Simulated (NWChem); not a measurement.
# One shape, several levels: MoH2O2F4 (SMILES [OH][Mo]([OH])([F])([F])([F])[F])

We compute a comparison of 3 runs (HF/STO-3G, HF/3-21G, TPSSh/def2-SVP) of MoH2O2F4. 

The calculation is run with NWChem 7.3.0.

## (1) The system as given

The species is MoH2O2F4 (9 atoms), meant as a singlet with charge 0. As SMILES, `[OH][Mo]([OH])([F])([F])([F])[F]`. The coordinates come from a PBE0-D4/def2-TZVP relaxation. This is one conformer, not always the lowest.

Bond lengths: O1–Mo2 1.830 Å, Mo2–O3 1.845 Å, Mo2–F4 1.838 Å, Mo2–F5 1.854 Å, Mo2–F6 1.832 Å, Mo2–F7 1.857 Å, O1–H8 0.962 Å, O3–H9 0.963 Å. Some angles: O1–Mo2–O3 94.1°, O1–Mo2–F4 99.3°, O1–Mo2–F5 84.5°, O1–Mo2–F6 91.5°, O1–Mo2–F7 170.0°, O3–Mo2–F4 166.4°, O3–Mo2–F5 95.6°, O3–Mo2–F6 91.8°, O3–Mo2–F7 83.1°, F4–Mo2–F5 88.1°.

## (2) Energy and forces at HF/STO-3G (run 1)

Input file run.py:

```python
from ase import Atoms
from ase.calculators.nwchem import NWChem

atoms = Atoms(['O', 'Mo', 'O', 'F', 'F', 'F', 'F', 'H', 'H'], positions=[
    [-1.667300, 0.347500, -0.116700],
    [0.036500, -0.302000, 0.039300],
    [0.738100, 1.304100, 0.615500],
    [-0.270500, -2.055400, -0.417900],
    [0.158300, 0.085300, -1.769700],
    [-0.278500, -0.846700, 1.759600],
    [1.825400, -0.787200, -0.067600],
    [-2.124900, 0.752800, -0.859800],
    [1.671400, 1.455300, 0.800100],
])

calc = NWChem(
    label='f4h2moo2',
    theory='scf',
    memory='2200 mb',
    basis='STO-3G',
    basispar='spherical bse',
    scf={'nopen': '0', 'rhf': None, 'thresh': '1e-08', 'maxiter': '80'},
)
atoms.calc = calc

forces = atoms.get_forces()
e = atoms.get_potential_energy()
print(f"E = {e:.6f} eV")
print("forces (eV/A):")
for s, f in zip(atoms.symbols, forces):
    print(f"{s:2s} {f[0]:10.5f} {f[1]:10.5f} {f[2]:10.5f}")
print("dipole (e A):", atoms.get_dipole_moment().round(4))
```

Run with:

```console
export ASE_NWCHEM_COMMAND="nwchem PREFIX.nwi > PREFIX.nwo"
python run.py
```

Standard output:

```text
E = -121827.707796 eV
forces (eV/A):
O     2.52457   -1.20189    0.76413
Mo    0.44999   -1.25038   -0.04669
O    -1.50065   -2.07642   -0.78434
F     0.81159    2.87835    0.86255
F    -0.35049   -0.77385    2.87213
F     0.40140    0.79072   -3.01920
F    -2.91738    0.90781   -0.05245
H    -0.51479    0.50692   -0.83977
H     1.09575    0.21885    0.24364
dipole (e A): [-0.0752  0.3848 -0.0319]
```

The calculator wrote f4h2moo2.nwi:

```
title "f4h2moo2"

permanent_dir f4h2moo2

scratch_dir f4h2moo2

start f4h2moo2

geometry units angstrom nocenter noautosym noautoz
  O  -1.6673000000000000e+00 3.4749999999999998e-01 -1.1670000000000000e-01
  Mo 3.6499999999999998e-02 -3.0199999999999999e-01 3.9300000000000002e-02
  O  7.3809999999999998e-01 1.3041000000000000e+00 6.1550000000000005e-01
  F  -2.7050000000000002e-01 -2.0554000000000001e+00 -4.1789999999999999e-01
  F  1.5830000000000000e-01 8.5300000000000001e-02 -1.7697000000000001e+00
  F  -2.7850000000000003e-01 -8.4670000000000001e-01 1.7596000000000001e+00
  F  1.8253999999999999e+00 -7.8720000000000001e-01 -6.7599999999999993e-02
  H  -2.1248999999999998e+00 7.5280000000000002e-01 -8.5980000000000001e-01
  H  1.6714000000000000e+00 1.4553000000000000e+00 8.0010000000000003e-01
end

memory 2200 mb

basis spherical bse noprint
   * library STO-3G
end

scf
  nopen 0
  rhf
  thresh 1e-08
  maxiter 80
end

task scf gradient
```

f4h2moo2.nwo (excerpt; [...] marks lines left out):

```text
[...]
      One-electron energy =  -7964.979107205542
[... 1 line left out ...]
 Nuclear repulsion energy =    883.780110335155
[... 66 lines left out ...]
                       ROHF Final Molecular Orbital Analysis
[... 288 lines left out ...]
     1   1 0 0     -0.142049      0.000000     12.393201
[...]
  wavefunction    =   RHF
                         RHF ENERGY GRADIENTS
    atom               coordinates                        gradient
                 x          y          z           x          y          z
   1 O      -3.150740   0.656680  -0.220531   -0.049095   0.023373  -0.014860
   2 Mo      0.068975  -0.570697   0.074266   -0.008751   0.024316   0.000908
   3 O       1.394807   2.464392   1.163126    0.029183   0.040380   0.015253
[... 5 lines of this table left out ...]
   9 H       3.158488   2.750118   1.511970   -0.021309  -0.004256  -0.004738
[...]
```

Run time: 36 s. Hardware: 1 thread of AMD EPYC 7R43 (Zen 3), shared host; peak memory 0.094 GiB.

## (3) Energy and gradient at HF/3-21G (run 2)

Input file run.py:

```python
from ase import Atoms
from ase.calculators.nwchem import NWChem

system = Atoms(['O', 'Mo', 'O', 'F', 'F', 'F', 'F', 'H', 'H'], positions=[
    [-1.667300, 0.347500, -0.116700],
    [0.036500, -0.302000, 0.039300],
    [0.738100, 1.304100, 0.615500],
    [-0.270500, -2.055400, -0.417900],
    [0.158300, 0.085300, -1.769700],
    [-0.278500, -0.846700, 1.759600],
    [1.825400, -0.787200, -0.067600],
    [-2.124900, 0.752800, -0.859800],
    [1.671400, 1.455300, 0.800100],
])

calc = NWChem(
    label='job',
    theory='scf',
    memory='2200 mb',
    basis='3-21G',
    basispar='spherical bse',
    scf={'nopen': '0', 'rhf': None, 'thresh': '1e-08', 'maxiter': '80', 'print': 'low'},
)
system.calc = calc

forces = system.get_forces()
print("Total energy (eV):", round(system.get_potential_energy(), 6))
print("forces (eV/A):")
for s, f in zip(system.symbols, forces):
    print(f"{s:2s} {f[0]:10.5f} {f[1]:10.5f} {f[2]:10.5f}")
```

Run with:

```console
export ASE_NWCHEM_COMMAND="nwchem PREFIX.nwi > PREFIX.nwo"
python run.py
```

Standard output:

```text
Total energy (eV): -122512.588334
forces (eV/A):
O     1.14044   -0.41307   -0.43071
Mo   -1.22287    0.67862    0.77843
O     0.05610   -1.06397   -0.33723
F     0.13359    0.05878    0.01980
F    -0.07472   -0.05584    0.12789
F     0.16733   -0.04854   -0.21155
F     0.00483    0.15046   -0.05353
H    -0.53803    0.22615   -0.07924
H     0.33327    0.46748    0.18610
```

The calculator wrote job.nwi:

```
title "job"

permanent_dir job

scratch_dir job

start job

geometry units angstrom nocenter noautosym noautoz
  O  -1.6673000000000000e+00 3.4749999999999998e-01 -1.1670000000000000e-01
  Mo 3.6499999999999998e-02 -3.0199999999999999e-01 3.9300000000000002e-02
  O  7.3809999999999998e-01 1.3041000000000000e+00 6.1550000000000005e-01
  F  -2.7050000000000002e-01 -2.0554000000000001e+00 -4.1789999999999999e-01
  F  1.5830000000000000e-01 8.5300000000000001e-02 -1.7697000000000001e+00
  F  -2.7850000000000003e-01 -8.4670000000000001e-01 1.7596000000000001e+00
  F  1.8253999999999999e+00 -7.8720000000000001e-01 -6.7599999999999993e-02
  H  -2.1248999999999998e+00 7.5280000000000002e-01 -8.5980000000000001e-01
  H  1.6714000000000000e+00 1.4553000000000000e+00 8.0010000000000003e-01
end

memory 2200 mb

basis spherical bse noprint
   * library 3-21G
end

scf
  nopen 0
  rhf
  thresh 1e-08
  maxiter 80
  print low
end

task scf gradient
```

job.nwo:

```text
Northwest Computational Chemistry Package (NWChem) 7.3.0
             --------------------------------------------------------

           Job information
           ---------------

    nwchem branch   = 7.3.0
    use scalapack   = T
    input           = job.nwi
    prefix          = job.
    data base       = job/job.db
    status          = startup
    nproc           =        1

           Memory information
           ------------------

    heap     =     72089600 doubles =      550.0 Mbytes
    stack    =     72089597 doubles =      550.0 Mbytes
    global   =    144179200 doubles =     1100.0 Mbytes (distinct from heap & stack)
    total    =    288358397 doubles =     2200.0 Mbytes
    verify   = yes
    hardfail = no

           Directory information
           ---------------------

  0 permanent = job
  0 scratch   = job

                                NWChem Input Module
                                -------------------

                                        job
                                        ---

[... 26 lines left out ...]
            Nuclear Dipole moment (a.u.)
[... 58 lines left out ...]
                                        job

  ao basis        = "ao basis"
  functions       =    94
  atoms           =     9
  closed shells   =    48
  open shells     =     0
  charge          =   0.00
  wavefunction    = RHF
  input vectors   = atomic
  output vectors  = job/job.movecs
  use symmetry    = F
  symmetry adapt  = F

 Forming initial guess at       0.1s

 Starting SCF solution at       1.2s

       Final RHF  results
       ------------------

         Total SCF energy =  -4502.254615913416
      One-electron energy =  -7977.187218672764
      Two-electron energy =   2591.152492424193
 Nuclear repulsion energy =    883.780110335155

        Time for solution =     29.2s

                              NWChem Gradients Module
                              -----------------------

                         RHF ENERGY GRADIENTS

    atom               coordinates                        gradient
                 x          y          z           x          y          z
   1 O      -3.150740   0.656680  -0.220531   -0.022178   0.008033   0.008376
   2 Mo      0.068975  -0.570697   0.074266    0.023781  -0.013197  -0.015138
   3 O       1.394807   2.464392   1.163126   -0.001091   0.020691   0.006558
[... 5 lines of this table left out ...]
   9 H       3.158488   2.750118   1.511970   -0.006481  -0.009091  -0.003619

 Task  times  cpu:       34.6s     wall:       34.6s
 Total times  cpu:       34.7s     wall:       34.7s
```

Run time: 37 s. Hardware: 1 thread of AMD EPYC 7R43 (Zen 3), shared host; peak memory 0.1 GiB.

## (4) Energy and forces at TPSSh/def2-SVP (core potential) (run 3)

Input file geom.nw:

```
start geom
title "F4H2MoO2"
memory 2200 mb
charge 0
geometry units angstrom noautosym nocenter noautoz
  O     -1.667300     0.347500    -0.116700
  Mo     0.036500    -0.302000     0.039300
  O      0.738100     1.304100     0.615500
  F     -0.270500    -2.055400    -0.417900
  F      0.158300     0.085300    -1.769700
  F     -0.278500    -0.846700     1.759600
  F      1.825400    -0.787200    -0.067600
  H     -2.124900     0.752800    -0.859800
  H      1.671400     1.455300     0.800100
end
basis spherical bse
  O library def2-SVP
  Mo library def2-SVP
  F library def2-SVP
  H library def2-SVP
end
ecp bse
  Mo library def2-SVP
end
dft
  xc xctpssh
  mult 1
  grid fine
  convergence energy 1e-08
  iterations 100
  mulliken
  noprint "final vectors analysis"
end
task dft gradient
```

Run with:

```console
nwchem geom.nw > geom.out
```

Standard output:

```text
[...]
          Wavefunction type:  closed shell.
          No. of atoms     :     9
          No. of electrons :    68
[...]
          Charge           :     0
          Spin multiplicity:     1
[...]
          AO basis - number of functions:   125
[...]
              XC Information
              --------------
                  TPSS hybrid Method XC Functional
                     Hartree-Fock (Exact) Exchange  0.100
                  TPSS metaGGA Exchange Functional  0.900
             TPSS03 metaGGA Correlation Functional  1.000
[...]
 d= 0,ls=0.0,diis     1   -618.2490373610 -1.07D+03  4.89D-02  5.28D+00     8.1
[...]
 d= 0,ls=0.5,diis    35   -618.9664869664 -9.38D-09  9.90D-07  1.08D-08   248.5
         Total DFT energy =     -618.966486971568
      One electron energy =    -1785.904290023745
           Coulomb energy =      780.434444107514
    Exchange-Corr. energy =      -67.488824075055
 Nuclear repulsion energy =      453.992183019718
[...]
      Total Density - Mulliken Population Analysis
     ---------------------------------------------
    Atom       Charge   Shell Charges
 -----------   ------   -------------------------------------------------------
    1 O    8     8.35   1.99  1.09  0.68  2.86  1.72  0.01
    2 Mo  14    12.60  -0.40  1.66  0.81  0.13  0.02  6.05  0.49  0.15  3.05  0.50  0.16
    3 O    8     8.35   1.99  1.09  0.68  2.86  1.72  0.01
    4 F    9     9.29   1.99  1.14  0.82  3.32  2.02  0.00
    5 F    9     9.31   1.99  1.14  0.82  3.32  2.04  0.00
    6 F    9     9.29   1.99  1.14  0.82  3.32  2.01  0.00
    7 F    9     9.31   1.99  1.14  0.82  3.32  2.04  0.00
    8 H    1     0.75   0.66  0.02  0.07
    9 H    1     0.75   0.66  0.02  0.07
[...]
  wavefunction    = closed shell
                         DFT ENERGY GRADIENTS
    atom               coordinates                        gradient
                 x          y          z           x          y          z
   1 O      -3.150740   0.656680  -0.220531    0.004101   0.000421  -0.004990
   2 Mo      0.068975  -0.570697   0.074266   -0.001597   0.003601   0.000546
   3 O       1.394807   2.464392   1.163126    0.004738  -0.006792  -0.000825
   4 F      -0.511171  -3.884143  -0.789716    0.001949   0.007575   0.002432
   5 F       0.299144   0.161194  -3.344248   -0.000955  -0.001657   0.006403
   6 F      -0.526289  -1.600031   3.325162    0.000836   0.002400  -0.008218
   7 F       3.449506  -1.487592  -0.127745   -0.006096   0.001676   0.000051
   8 H      -4.015479   1.422586  -1.624786    0.006233  -0.004468   0.006783
   9 H       3.158488   2.750118   1.511970   -0.009208  -0.002755  -0.002183
[...]
```

Run time: 4.7 min. Hardware: 1 thread of AMD EPYC 7R43 (Zen 3), shared host; peak memory 0.13 GiB.

## (5) All runs side by side

```tsv
run	level	iteration cap	module	energy (Eh)	dipole moment (D)	largest force (eV/Å)	wall time
1	HF/STO-3G	80	scf	-4477.085720	1.89	3.147	36 s
2	HF/3-21G	80	scf	-4502.254616	–	1.601	37 s
3	TPSSh/def2-SVP (core potential)	100	dft	-618.966487	3.15	0.526	4.7 min
```

## (6) Outcome

```
                       quantity          value
            run 3: total energy  -618.96649 Eh
           run 3: dipole moment         3.15 D
run 3: largest force on an atom     0.526 eV/Å
```

What this shows: Some runs of one species differ in core potentials or relativity; totals across that change don't compare. In run 1 the basis is minimal, so the values are rough. In runs 1, 2 relativity is left out where basis or elements ask for it. All runs together took 5.9 min, the longest 4.7 min.
